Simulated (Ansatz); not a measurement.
# C2H3AlClF: the cost of one run

All numbers below are computed with Ansatz 0.2.0 (RKS r2SCAN/def2-SVP).

### 1 Starting point

Bond lengths: C1–C2 1.293 Å, C2–F3 1.327 Å, C2–Al4 1.954 Å, Al4–Cl5 2.279 Å, C1–H6 1.072 Å, C1–H7 1.119 Å, Al4–H8 1.573 Å. Angles: C1–C2–F3 118.0°, C1–C2–Al4 125.3°, F3–C2–Al4 116.6°, C2–C1–H6 125.4°, C2–C1–H7 119.5°, H6–C1–H7 114.8°, C2–Al4–Cl5 118.2°, C2–Al4–H8 122.9°, Cl5–Al4–H8 118.9°.

Coordinates:

```xyz
8

C    -0.2186    0.4245    1.3293
C     0.5726   -0.0624    0.4297
F     1.8188   -0.3478    0.7841
Al    0.0851   -0.4253   -1.4272
Cl   -2.0528    0.0120   -2.0844
H     0.0637    0.6843    2.3303
H    -1.2633    0.7105    1.0479
H     1.0867   -1.0529   -2.4657
```

### 2 End point A

input.yaml

```yaml
crystal:
  periodic: [false, false, false]
  atoms:
    - { symbol: C, position_ang: [-0.2186, 0.4245, 1.3293] }
    - { symbol: C, position_ang: [0.5726, -0.0624, 0.4297] }
    - { symbol: F, position_ang: [1.8188, -0.3478, 0.7841] }
    - { symbol: Al, position_ang: [0.0851, -0.4253, -1.4272] }
    - { symbol: Cl, position_ang: [-2.0528, 0.012, -2.0844] }
    - { symbol: H, position_ang: [0.0637, 0.6843, 2.3303] }
    - { symbol: H, position_ang: [-1.2633, 0.7105, 1.0479] }
    - { symbol: H, position_ang: [1.0867, -1.0529, -2.4657] }
basis:
  gaussian: { orbitals: def2-SVP }
hamiltonian:
  xc: r2scan
relax:
  f_tol: 0.015
  max_steps: 40
output:
  orbitals: {}
```

Run with:

```bash
$ ansatz run input.yaml --threads 2 --pin off --max-ram 3072MiB --backend cpu --events-out ev --progress --plain --runs-dir out
```

Q: Estimate wall time and peak memory on 2 threads of Arm Neoverse V2, shared host.

About 23 s, with a peak of 0.16 GiB.
